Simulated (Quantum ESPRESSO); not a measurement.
# Si3S (Im-3m) in Quantum ESPRESSO: settings compared

The runs below take Si3S through phonons, with PW91, AM05, WC.

Everything below comes from runs of Quantum ESPRESSO 7.5. Logs are shortened: lines on timing, memory, paths and dates and some standing lists are left out, and cuts for length are marked.

### Step 1. Starting point

Symmetry: Im-3m, No. 229, cubic system. Conventional cell: a = 5.051 Å, b = 5.051 Å, c = 5.051 Å, α = 90.00°, β = 90.00°, γ = 90.00°. Si (site symmetry 4/mmm) is surrounded by 4 Si at 2.53 Å and 2 S at 2.53 Å. S (site symmetry m-3m) is surrounded by 6 Si at 2.53 Å.

The cell was built by a generator and needn't be a form met in nature.

### Step 2. Phonons, PW91

pw.in

```
&CONTROL
  calculation = 'scf'
  prefix = 'pwscf'
  outdir = './tmp'
  pseudo_dir = './pseudo'
  tprnfor = .true.
  tstress = .true.
  disk_io = 'low'
/
&SYSTEM
  ibrav = 0
  nat = 4
  ntyp = 2
  ecutwfc = 52
  nbnd = 15
  input_dft = 'pw91'
  occupations = 'smearing'
  smearing = 'fd'
  degauss = 0.00367493
/
&ELECTRONS
  conv_thr = 8d-10
  electron_maxstep = 120
  mixing_beta = 0.5
/
ATOMIC_SPECIES
Si    28.0850 Si.upf
S     32.0600 S.upf
CELL_PARAMETERS angstrom
  -2.5254800000    2.5254800000    2.5254800000
   2.5254800000   -2.5254800000    2.5254800000
   2.5254800000    2.5254800000   -2.5254800000
ATOMIC_POSITIONS crystal
Si     0.0000000000    0.5000000000    0.5000000000
Si     0.5000000000    0.0000000000    0.5000000000
Si     0.5000000000    0.5000000000    0.0000000000
S      0.0000000000    0.0000000000    0.0000000000
K_POINTS automatic
6 6 6 1 1 1
```

relax.in

```
&CONTROL
  calculation = 'vc-relax'
  prefix = 'pwscf'
  outdir = './tmp'
  pseudo_dir = './pseudo'
  tprnfor = .true.
  tstress = .true.
  disk_io = 'low'
  nstep = 40
  forc_conv_thr = 0.0001
  etot_conv_thr = 1d-06
/
&SYSTEM
  ibrav = 0
  nat = 4
  ntyp = 2
  ecutwfc = 52
  nbnd = 15
  input_dft = 'pw91'
  occupations = 'smearing'
  smearing = 'fd'
  degauss = 0.00367493
/
&ELECTRONS
  conv_thr = 8d-10
  electron_maxstep = 120
  mixing_beta = 0.5
/
&IONS
  ion_dynamics = 'bfgs'
/
&CELL
  cell_dynamics = 'bfgs'
  press = 0
  press_conv_thr = 0.2
/
ATOMIC_SPECIES
Si    28.0850 Si.upf
S     32.0600 S.upf
CELL_PARAMETERS angstrom
  -2.5254800000    2.5254800000    2.5254800000
   2.5254800000   -2.5254800000    2.5254800000
   2.5254800000    2.5254800000   -2.5254800000
ATOMIC_POSITIONS crystal
Si     0.0000000000    0.5000000000    0.5000000000
Si     0.5000000000    0.0000000000    0.5000000000
Si     0.5000000000    0.5000000000    0.0000000000
S      0.0000000000    0.0000000000    0.0000000000
K_POINTS automatic
6 6 6 1 1 1
```

scf2.in

```
&CONTROL
  calculation = 'scf'
  prefix = 'pwscf'
  outdir = './tmp'
  pseudo_dir = './pseudo'
  tprnfor = .true.
  tstress = .true.
  disk_io = 'low'
/
&SYSTEM
  ibrav = 0
  nat = 4
  ntyp = 2
  ecutwfc = 52
  nbnd = 15
  input_dft = 'pw91'
  occupations = 'smearing'
  smearing = 'fd'
  degauss = 0.00367493
/
&ELECTRONS
  conv_thr = 1d-13
  electron_maxstep = 120
  mixing_beta = 0.5
  startingpot = 'file'
  startingwfc = 'file'
/
ATOMIC_SPECIES
Si    28.0850 Si.upf
S     32.0600 S.upf
CELL_PARAMETERS angstrom
  -2.5266182921    2.5266182921    2.5266182921
   2.5266182921   -2.5266182921    2.5266182921
   2.5266182921    2.5266182921   -2.5266182921
ATOMIC_POSITIONS crystal
Si     0.0000000000    0.5000000000    0.5000000000
Si     0.5000000000    0.0000000000    0.5000000000
Si     0.5000000000    0.5000000000    0.0000000000
S      0.0000000000    0.0000000000    0.0000000000
K_POINTS automatic
6 6 6 1 1 1
```

ph.in

```
phonons of Si3S
&INPUTPH
  prefix = 'pwscf'
  outdir = './tmp'
  tr2_ph = 1d-18
  fildyn = 'dyn'
  niter_ph = 90
  alpha_mix(1) = 0.4
/
0.0000000000 0.0000000000 0.0000000000
```

dynmat.in

```
&INPUT
  fildyn = 'dyn'
  asr = 'crystal'
  filout = 'dynmat.disp'
  fileig = 'dynmat.eig'
/
```

Potentials or basis: PseudoDojo 0.4.1 SR PBE standard.

Run with:

```
> OMP_NUM_THREADS=1 pw.x -in pw.in > pw.out
> OMP_NUM_THREADS=1 pw.x -in relax.in > relax.out
> OMP_NUM_THREADS=1 pw.x -in scf2.in > scf2.out
> OMP_NUM_THREADS=1 ph.x -in ph.in > ph.out
> OMP_NUM_THREADS=1 dynmat.x -in dynmat.in > dynmat.out
```

pw.out:

```text
This program is part of the open-source Quantum ESPRESSO suite
     for quantum simulation of materials; please cite
         "P. Giannozzi et al., J. Phys.:Condens. Matter 21 395502 (2009);
         "P. Giannozzi et al., J. Phys.:Condens. Matter 29 465901 (2017);
         "P. Giannozzi et al., J. Chem. Phys. 152 154105 (2020);
     in publications or presentations arising from this work. More details at

     IMPORTANT: XC functional enforced from input :
     Exchange-correlation= PW91
                           (   1   4   2   2   0   0   0)
     Any further DFT definition will be discarded
     Please, verify this is what you really want

     Message from routine setup:
     using ibrav=0 with symmetry is DISCOURAGED, use correct ibrav instead

     G-vector sticks info
     --------------------
     sticks:   dense  smooth     PW     G-vecs:    dense   smooth      PW
     Sum        1051    1051    311                21913    21913    3511

     Using Slab Decomposition

     bravais-lattice index     =            0
     lattice parameter (alat)  =       8.2662  a.u.
     unit-cell volume          =     434.7989 (a.u.)^3
     number of atoms/cell      =            4
     number of atomic types    =            2
     number of electrons       =        18.00
     number of Kohn-Sham states=           15
     kinetic-energy cutoff     =      52.0000  Ry
     charge density cutoff     =     208.0000  Ry
     scf convergence threshold =      8.0E-10
     mixing beta               =       0.5000
     number of iterations used =            8  plain     mixing
     Exchange-correlation= PW91
                           (   1   4   2   2   0   0   0)

     celldm(1)=   8.266153  celldm(2)=   0.000000  celldm(3)=   0.000000
     celldm(4)=   0.000000  celldm(5)=   0.000000  celldm(6)=   0.000000

     crystal axes: (cart. coord. in units of alat)
               a(1) = (  -0.577350   0.577350   0.577350 )
               a(2) = (   0.577350  -0.577350   0.577350 )
               a(3) = (   0.577350   0.577350  -0.577350 )

     reciprocal axes: (cart. coord. in units 2 pi/alat)
               b(1) = ( -0.000000  0.866025  0.866025 )
               b(2) = (  0.866025 -0.000000  0.866025 )
               b(3) = (  0.866025  0.866025  0.000000 )

     PseudoPot. # 1 for Si read from file:
     Si.upf
     Pseudo is Norm-conserving + core correction, Zval =  4.0
     Generated using ONCVPSP code by D. R. Hamann
     Using radial grid of 1510 points,  6 beta functions with:
                l(1) =   0
                l(2) =   0
                l(3) =   1
                l(4) =   1
                l(5) =   2
                l(6) =   2

     PseudoPot. # 2 for S  read from file:
     S.upf
     Pseudo is Norm-conserving + core correction, Zval =  6.0
     Generated using ONCVPSP code by D. R. Hamann
     Using radial grid of 1146 points,  6 beta functions with:
                l(1) =   0
                l(2) =   0
                l(3) =   1
                l(4) =   1
                l(5) =   2
                l(6) =   2

     atomic species   valence    mass     pseudopotential
     Si                4.00    28.08500     Si( 1.00)
     S                 6.00    32.06000     S ( 1.00)

     48 Sym. Ops., with inversion, found

   Cartesian axes

     site n.     atom                  positions (alat units)
         1        Si     tau(   1) = (   0.5773503   0.0000000   0.0000000  )
         2        Si     tau(   2) = (   0.0000000   0.5773503   0.0000000  )
         3        Si     tau(   3) = (   0.0000000   0.0000000   0.5773503  )
         4        S      tau(   4) = (   0.0000000   0.0000000   0.0000000  )

     number of k points=    14  Fermi-Dirac smearing, width (Ry)=  0.0037
                       cart. coord. in units 2pi/alat
        k(    1) = (   0.1443376   0.1443376   0.1443376), wk =   0.0740741
        k(    2) = (   0.2886751   0.2886751   0.1443376), wk =   0.2222222
        k(    3) = (   0.4330127   0.4330127   0.1443376), wk =   0.1111111
        k(    4) = (   0.0000000   0.0000000   0.1443376), wk =   0.0555556
        k(    5) = (   0.4330127   0.2886751   0.2886751), wk =   0.2222222
        k(    6) = (   0.0000000  -0.1443376   0.2886751), wk =   0.2222222
        k(    7) = (  -0.0000000  -0.2886751   0.4330127), wk =   0.2222222
        k(    8) = (   0.1443376  -0.1443376   0.4330127), wk =   0.2222222
        k(    9) = (  -0.7216878  -0.2886751  -0.2886751), wk =   0.2222222
        k(   10) = (   0.4330127   0.4330127   0.4330127), wk =   0.0185185
        k(   11) = (   0.0000000   0.0000000   0.4330127), wk =   0.0555556
        k(   12) = (  -0.0000000  -0.1443376   0.5773503), wk =   0.2222222
        k(   13) = (  -0.7216878  -0.1443376  -0.1443376), wk =   0.0740741
        k(   14) = (  -0.0000000  -0.0000000   0.7216878), wk =   0.0555556

     Dense  grid:    21913 G-vectors     FFT dimensions: (  40,  40,  40)

     Initial potential from superposition of free atoms

     starting charge      17.9981, renormalised to      18.0000
     Starting wfcs are   16 randomized atomic wfcs

     Self-consistent Calculation

     iteration #  1     ecut=    52.00 Ry     beta= 0.50
     Davidson diagonalization with overlap
     ethr =  1.00E-02,  avg # of iterations =  5.1

     Threshold (ethr) on eigenvalues was too large:
     Diagonalizing with lowered threshold

     Davidson diagonalization with overlap
     ethr =  2.15E-04,  avg # of iterations =  5.6

     total energy              =     -47.49843005 Ry
     estimated scf accuracy    <       0.03831569 Ry

     iteration #  2     ecut=    52.00 Ry     beta= 0.50
     Davidson diagonalization with overlap
     ethr =  2.13E-04,  avg # of iterations =  1.4

     total energy              =     -47.49846529 Ry
     estimated scf accuracy    <       0.00782548 Ry

     iteration #  3     ecut=    52.00 Ry     beta= 0.50
     Davidson diagonalization with overlap
     ethr =  4.35E-05,  avg # of iterations =  1.3

     total energy              =     -47.49881816 Ry
     estimated scf accuracy    <       0.00009146 Ry

     iteration #  4     ecut=    52.00 Ry     beta= 0.50
     Davidson diagonalization with overlap
     c_bands:  1 eigenvalues not converged
     ethr =  5.08E-07,  avg # of iterations =  8.1

     total energy              =     -47.49886766 Ry
     estimated scf accuracy    <       0.00000492 Ry

     iteration #  5     ecut=    52.00 Ry     beta= 0.50
     Davidson diagonalization with overlap
     ethr =  2.73E-08,  avg # of iterations =  2.5

     total energy              =     -47.49886901 Ry
     estimated scf accuracy    <       0.00000025 Ry

     iteration #  6     ecut=    52.00 Ry     beta= 0.50
     Davidson diagonalization with overlap
     ethr =  1.37E-09,  avg # of iterations =  3.5

     total energy              =     -47.49886910 Ry
     estimated scf accuracy    <       0.00000008 Ry

     iteration #  7     ecut=    52.00 Ry     beta= 0.50
     Davidson diagonalization with overlap
     ethr =  4.68E-10,  avg # of iterations =  1.8

     End of self-consistent calculation

          k = 0.1443 0.1443 0.1443 (  2758 PWs)   bands (ev):

    -5.9894  -0.2756   2.8727   2.8727   4.7038   5.0781   5.0781   6.6648
     7.8100   7.8100  11.9120  12.2953  12.2953  12.8565  12.8565

          k = 0.2887 0.2887 0.1443 (  2754 PWs)   bands (ev):

    -5.5048  -1.0552   1.3458   2.0638   4.4539   5.7004   6.4408   6.7712
     9.3067   9.4989  10.4416  11.1252  12.9980  14.6913  14.8757

          k = 0.4330 0.4330 0.1443 (  2762 PWs)   bands (ev):

    -5.1871  -1.4874   0.7608   1.7838   4.2842   5.8204   7.1847   7.6851
     8.9874   9.4567  11.0133  11.6835  12.6560  13.9217  14.8778

          k = 0.0000 0.0000 0.1443 (  2763 PWs)   bands (ev):

    -6.1873   0.1679   3.8793   3.8793   4.0439   4.2690   6.0756   6.0756
     6.2881   7.8329  10.8456  11.4035  11.4035  12.8297  15.1070

          k = 0.4330 0.2887 0.2887 (  2767 PWs)   bands (ev):

    -5.1472  -1.0936  -0.0267   1.2708   5.5061   6.1669   7.1324   7.9928
     8.8992  10.2300  10.8030  11.2053  11.4265  13.4276  14.8593

          k = 0.0000-0.1443 0.2887 (  2758 PWs)   bands (ev):

    -5.8086  -0.6142   2.3162   3.4657   3.5355   4.6933   5.7415   6.4939
     8.1626   9.6990  10.3744  11.9267  13.1140  13.2177  14.2001

          k =-0.0000-0.2887 0.4330 (  2740 PWs)   bands (ev):

    -5.3069  -1.4199   1.2391   3.0408   3.1368   5.4367   5.7627   7.2789
     8.7926  10.0889  11.4906  11.9628  13.9411  14.1790  15.4176

          k = 0.1443-0.1443 0.4330 (  2750 PWs)   bands (ev):

    -5.3814  -1.0716   0.8295   3.2768   3.7609   4.2810   6.7832   6.8618
     7.8421  10.2070  11.6855  12.8587  13.5080  14.0905  14.9791

          k =-0.7217-0.2887-0.2887 (  2751 PWs)   bands (ev):

    -5.1184  -1.1936   0.0264   3.1167   3.6404   5.1350   5.7796   6.9678
     8.6783  11.6075  12.0892  12.2186  13.4740  14.0633  15.8286

          k = 0.4330 0.4330 0.4330 (  2760 PWs)   bands (ev):

    -5.0340  -0.3187  -0.3187  -0.3187   7.0811   7.0811   7.0811   9.7054
    10.0050  10.0050  10.0265  10.0265  10.0265  13.0010  13.0010

          k = 0.0000 0.0000 0.4330 (  2739 PWs)   bands (ev):

    -5.4977  -0.8544   1.8711   2.7886   2.7886   5.0150   6.4420   6.4420
     7.1824  10.2773  11.9687  12.2383  14.8447  14.8447  15.2190

          k =-0.0000-0.1443 0.5774 (  2737 PWs)   bands (ev):

    -5.1233  -0.9873   0.6284   2.3462   3.3331   4.8852   5.2563   6.7421
     8.0810  12.1712  12.8841  13.4449  14.0588  14.7635  15.3763

          k =-0.7217-0.1443-0.1443 (  2739 PWs)   bands (ev):

    -4.9910  -0.3363  -0.3363   2.5893   3.3841   3.3841   5.3965   8.0066
     8.0066  11.3499  14.3239  14.3239  14.3539  15.3682  15.3682

          k =-0.0000-0.0000 0.7217 (  2739 PWs)   bands (ev):

    -4.9345  -0.2536   0.6434   1.8645   1.8645   2.9300   7.2301   7.7570
     7.7570  11.0682  13.7840  14.7515  14.7515  14.9628  16.5588

     the Fermi energy is     9.3133 ev

!    total energy              =     -47.49886911 Ry
     estimated scf accuracy    <          7.1E-10 Ry
     smearing contrib. (-TS)   =      -0.00075199 Ry
     internal energy E=F+TS    =     -47.49811713 Ry

     The total energy is F=E-TS. E is the sum of the following terms:
     one-electron contribution =      14.67850567 Ry
     hartree contribution      =       2.65230690 Ry
     xc contribution           =     -15.74271551 Ry
     ewald contribution        =     -49.08621418 Ry

     convergence has been achieved in   7 iterations

     Forces acting on atoms (cartesian axes, Ry/au):

     atom    1 type  1   force =    -0.00000000    0.00000000   -0.00000000
     atom    2 type  1   force =    -0.00000000   -0.00000000    0.00000000
     atom    3 type  1   force =    -0.00000000   -0.00000000    0.00000000
     atom    4 type  2   force =    -0.00000000    0.00000000   -0.00000000

     Total force =     0.000000     Total SCF correction =     0.000000

     Computing stress (Cartesian axis) and pressure

          total   stress  (Ry/bohr**3)                   (kbar)     P=        1.35
   0.00000919   0.00000000  -0.00000000            1.35        0.00       -0.00
   0.00000000   0.00000919   0.00000000            0.00        1.35        0.00
   0.00000000   0.00000000   0.00000919            0.00        0.00        1.35

=------------------------------------------------------------------------------=
   JOB DONE.
=------------------------------------------------------------------------------=
```

Wall time 10 min (1 thread of Intel Xeon at 2.50GHz (Skylake/Cascade Lake), shared host); peak memory 0.08 GiB.

Results:

```yaml
Free_energy: -646.2551 eV
Relaxed_volume: 16.13 Å³/atom
Relaxed_cell: a = 4.376 Å, b = 4.376 Å, c = 4.376 Å, α = 109.47°, β = 109.47°, γ = 109.47°
Space_group_after_relaxing_to_0.05_Å: Im-3m (No. 229)
Pressure_after_relaxing: 0.0 GPa
Band_gap_on_the_k_mesh: none (metal or under the smearing width)
Highest_phonon_frequency_at_Γ: 315 cm⁻¹
Most_unstable_mode: 158i cm⁻¹
```

Final structure:
```cif
data_structure
_symmetry_space_group_name_H-M 'P 1'
_symmetry_Int_Tables_number 1
_cell_length_a 4.3762
_cell_length_b 4.3762
_cell_length_c 4.3762
_cell_angle_alpha 109.471
_cell_angle_beta 109.471
_cell_angle_gamma 109.471
_cell_volume 64.52
loop_
_atom_site_label
_atom_site_type_symbol
_atom_site_fract_x
_atom_site_fract_y
_atom_site_fract_z
_atom_site_occupancy
Si1 Si 0.00000 0.50000 0.50000 1
Si2 Si 0.50000 0.00000 0.50000 1
Si3 Si 0.50000 0.50000 0.00000 1
S1 S 0.00000 0.00000 0.00000 1
```

Phonon frequencies in cm⁻¹ (negative: imaginary):
```csv
q point,frequencies
"(0.000, 0.000, 0.000)",-158 -158 -158 -2 -2 -2 210 210 210 315 315 315
```

Optical modes at Γ, degenerate ones joined:
```
cm⁻¹  components  symmetry  active in
158i           3       T1u         IR
 210           3       T1u         IR
 315           3       T2u     silent
```

Caveat: the k mesh is coarse; the mesh is thin for the phonons of a metal; the potentials were made for another functional, which shifts forces and pressure; some modes are imaginary.

[end of part 1 of 3]
